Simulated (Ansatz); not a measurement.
**CH5AlBFO: a ladder of functionals and wavefunction methods**

One table from this session's results is given with a row withheld; the runs are named, their logs left out.

The runs use Ansatz 0.2.0, Gaussian basis; functionals in def2-TZVPP, the program's frozen cores in correlated methods.

Levels to be run: LDA (SPW92), PBE-D4, revPBE-D4, BLYP-D4, r2SCAN-D4, B97M-V, PBE0-D4, B3LYP-D4, r2SCANh-D4, r2SCAN0-D4, HSE06-D4, BHLYP-D4, CAM-B3LYP-D4, LC-ωPBE, ωB97X-V, ωB97M-V, B2PLYP, PBE-QIDH; CCSD(T)/def2-SVP; CCSD(T)/def2-TZVPP; MP2/def2-QZVPP; extrapolation to the limit; RPA on PBE.

## The relaxed structure

All runs share one geometry, relaxed beforehand with PBE0-D4 in a triple-zeta def2 set.

10 atoms, charge 0, spin multiplicity 1.

Atoms are counted from 1 here; the program's logs count them from 0.

Bond lengths: C1–B2 1.548 Å, C1–H6 1.091 Å, C1–H7 1.093 Å, C1–H8 1.108 Å, B2–Al3 2.136 Å, B2–H9 1.201 Å, Al3–O4 1.695 Å, Al3–F5 1.657 Å, O4–H10 0.956 Å. Angles: B2–C1–H6 116.9°, B2–C1–H7 115.2°, B2–C1–H8 101.4°, H6–C1–H7 110.7°, H6–C1–H8 105.7°, H7–C1–H8 105.2°, C1–B2–Al3 121.9°, C1–B2–H9 118.1°, Al3–B2–H9 119.9°, B2–Al3–O4 119.3°, B2–Al3–F5 123.4°, O4–Al3–F5 117.3°, Al3–O4–H10 124.1°.

Geometry (Å):

```xyz
10

C    -0.7813    0.5597    1.3877
B     0.0293    1.0041    0.1455
Al    0.8035   -0.4066   -1.2593
O     0.5702   -2.0623   -0.9847
F     1.6390    0.0281   -2.6231
H    -0.6445   -0.4688    1.7234
H    -0.7513    1.2506    2.2341
H    -1.8194    0.6152    1.0039
H     0.1532    2.1812   -0.0572
H     0.8842   -2.7525   -1.5673
```

The first run:

Contents of in.yaml:

```yaml
crystal:
  periodic: [false, false, false]
  atoms:
    - {symbol: C, position_ang: [-0.781295, 0.559744, 1.387687]}
    - {symbol: B, position_ang: [0.029315, 1.004149, 0.145482]}
    - {symbol: Al, position_ang: [0.803541, -0.406550, -1.259327]}
    - {symbol: O, position_ang: [0.570232, -2.062321, -0.984700]}
    - {symbol: F, position_ang: [1.639035, 0.028143, -2.623123]}
    - {symbol: H, position_ang: [-0.644513, -0.468771, 1.723430]}
    - {symbol: H, position_ang: [-0.751308, 1.250563, 2.234125]}
    - {symbol: H, position_ang: [-1.819420, 0.615209, 1.003944]}
    - {symbol: H, position_ang: [0.153214, 2.181234, -0.057177]}
    - {symbol: H, position_ang: [0.884198, -2.752500, -1.567341]}
basis:
  gaussian: {orbitals: def2-TZVPP}
hamiltonian: {xc: lda}
output: {orbitals: {seedname: orbitals}}
```

Among the steps run: LDA; PBE-D4 (GGA); revPBE-D4 (GGA); BLYP-D4 (GGA); r2SCAN-D4 (meta-GGA); B97M-V (meta-GGA); PBE0-D4 (hybrid); B3LYP-D4 (hybrid); r2SCANh-D4 (hybrid); r2SCAN0-D4 (hybrid); HSE06-D4 (hybrid); BHLYP-D4 (hybrid); CAM-B3LYP-D4 (range-separated); LC-ωPBE (range-separated); ωB97X-V (range-separated); ωB97M-V (range-separated); B2PLYP (double hybrid); PBE-QIDH (double hybrid).

One table of the session follows, with a row left open; its other results are not shown here.

It belongs to the step «Orbital energies across the functionals». 

| functional | HOMO (eV) | LUMO (eV) | gap (eV) |
| --- | --- | --- | --- |
| LDA (SPW92) | -6.60 | -3.52 | 3.08 |
| PBE-D4 | -6.50 | -3.28 | 3.22 |
| revPBE-D4 | -6.45 | -3.17 | 3.27 |
| BLYP-D4 | -6.40 | -3.10 | 3.30 |
| r2SCAN-D4 | -6.71 | -3.00 | 3.71 |
| B97M-V | -6.73 | -3.10 | 3.63 |
| PBE0-D4 | -7.71 | -2.35 | 5.36 |
| B3LYP-D4 | -7.53 | -2.54 | 4.99 |
| r2SCANh-D4 | -7.16 | -2.68 | 4.48 |
| r2SCAN0-D4 | -7.84 | -2.20 | 5.64 |
| HSE06-D4 | -7.31 | -2.73 | 4.57 |
| BHLYP-D4 | -8.85 | -1.37 | 7.49 |
| CAM-B3LYP-D4 | -9.09 | -1.24 | 7.84 |
| LC-ωPBE | ? | ? | ? |
| ωB97X-V | -10.06 | -0.20 | 9.86 |
| ωB97M-V | -9.86 | -0.42 | 9.44 |

Estimate the missing values for LC-ωPBE.

The run gave: HOMO (eV): -10.39; LUMO (eV): -0.09; gap (eV): 10.30. In the column «HOMO (eV)» it is the lowest.
